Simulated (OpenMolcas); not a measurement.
# Os⁶⁺ among point charges: CASSCF and CASPT2 levels and susceptibility

How does a field of 5 point charges split the states of Os⁶⁺, and what χT follows?

Method: state-averaged CASSCF and CASPT2, spin-orbit coupling by RASSI with atomic mean-field integrals. Code: OpenMolcas 26.06.

## (1) Starting point

| Item | Value |
| --- | --- |
| Species | Os⁶⁺ (osmium, Z = 76, 70 electrons) |
| Basis | ANO-RCC-VDZP [7s6p4d2f1g], 68 functions |
| Scalar Hamiltonian | DKH2, point nucleus |
| Inactive shells | 1s 2s 2p 3s 3p 3d 4s 4p 4d 4f 5s 5p |
| Active space | 2 electrons in 5 orbitals (5d) |
| Some configurations of this space | 5d2 |
| Orbitals | optimised for each spin and parity, averaged over all roots |

Outer shells as boxes (Hund's rule):

5d2
```
5d [↑ ][↑ ][  ][  ][  ]
```

The ion sits among 5 point charges of -1 e arranged as a square pyramid (C4v), 1.81 Å from the ion, with the axial distance 1.828 Å.

Each step is its own input file, run in one work folder so that later steps find the files of earlier ones. Labels, J, g values, rates, χT and fits are worked out afterwards by a script from the matrices that RASSI stores.

## (2) GATEWAY and SEWARD: basis and integrals

a.inp

```
&GATEWAY
Coord
1

Os 0.0 0.0 0.0
Basis=ANO-RCC-VDZP
Group=NoSym
NoMove
AngMom=0.0 0.0 0.0
AMFI
XField
5 Angstrom 0
1.810000 0.000000 0.000000 -1.000000
0.000000 1.810000 0.000000 -1.000000
-1.810000 0.000000 0.000000 -1.000000
0.000000 -1.810000 0.000000 -1.000000
0.000000 0.000000 1.828100 -1.000000
&SEWARD
```

The run is started by

```bash
OMP_NUM_THREADS=1 MOLCAS_MEM=1689 MOLCAS_PROJECT=a pymolcas a.inp > a.log
```

## (3) CASSCF: triplets, 10 roots

a.inp

```
&RASSCF
FileOrb=start.orb
Symmetry=1
Spin=3
nActEl=2 0 0
Inactive=34
Ras2=5
CIRoot=10 10 1
SDav=10
CIMx=300
Iter=120 100
PrWF=0.3
OrbListing=Nothing
MaxOrb=0
>>> COPY $Project.JobIph JOB001
```

start.orb holds the contracted functions of the basis, ordered by shell, or the orbitals of the step before.

## (4) CASSCF: singlets, 15 roots

a.inp

```
&RASSCF
FileOrb=start.orb
Symmetry=1
Spin=1
nActEl=2 0 0
Inactive=34
Ras2=5
CIRoot=15 15 1
SDav=15
CIMx=300
Iter=120 100
PrWF=0.3
OrbListing=Nothing
MaxOrb=0
>>> COPY $Project.JobIph JOB002
```

## (5) State interaction with spin-orbit coupling

a.inp

```
&RASSI
NrOfJobIphs=2 10 15
1 2 3 4 5 6 7 8 9 10
1 2 3 4 5 6 7 8 9 10 11 12 13 14 15
IphNames
JOB001
JOB002
EJob
SpinOrbit
DIPRint=1.0
SOCoupling=1000.0
Subsets=2
Property=9
'ANGMOM' 1 'ANGMOM' 2 'ANGMOM' 3 'MLTPL  1' 1 'MLTPL  1' 2 'MLTPL  1' 3
'AMFI' 1 'AMFI' 2 'AMFI' 3
SOProperty=3
'ANGMOM' 1 'ANGMOM' 2 'ANGMOM' 3
```

## (6) CASPT2: IPEA 0.25, imaginary shift 0.1 (closed shells correlated: 4f 5s 5p)

a.inp

```
>>> COPY JOB001 $Project.JobIph
&CASPT2
Multistate=10 1 2 3 4 5 6 7 8 9 10
NoMult
Frozen=23
IPEA=0.25
Imaginary=0.1
MaxIter=60
WThr=0.0 0.3 0.05
PrWF=0.5
NoMix
>>> COPY JOB002 $Project.JobIph
&CASPT2
Multistate=15 1 2 3 4 5 6 7 8 9 10 11 12 13 14 15
NoMult
Frozen=23
IPEA=0.25
Imaginary=0.1
MaxIter=60
WThr=0.0 0.3 0.05
PrWF=0.5
NoMix
```

(Steps that only read results are left out.)

**Question.** What will these runs give? Wanted: spin-free ground state; first state of the same spin within the active space; lowest level; next level.

The runs gave:

| quantity | value |
| --- | --- |
| method | SS-CASPT2, IPEA 0.25, imaginary shift 0.1 (closed shells correlated: 4f 5s 5p) |
| spin-free ground state | triplet, 1-fold in its orbital part |
| first state of the same spin within the active space | triplet at 2170 cm⁻¹ |
| lowest level | 1-fold |
| next level | 1644.0 cm⁻¹ |
| χT at 300 K | 0.07 cm³ K/mol |
| effective moment at 300 K | 0.72 μB |

Cost by method:

| method | time of its own steps | time with the reference |
| --- | --- | --- |
| A. CASSCF | 7 s | 7 s |
| B. SS-CASPT2, IPEA 0.25, imaginary shift 0.1, +4f 5s 5p | 8.5 s | 16 s |

Times are of one thread on a shared host.

The spin-free ground state (triplet) comes to 94 % from free-ion F terms and keeps the highest spin of the shell. χT at 300 K is 0.07, against 1.00 cm³ K/mol for the spin alone, so spin-orbit coupling lowers it. The field of point charges can differ much from that of real complexes. This is an electrostatic model: the charges have no orbitals.
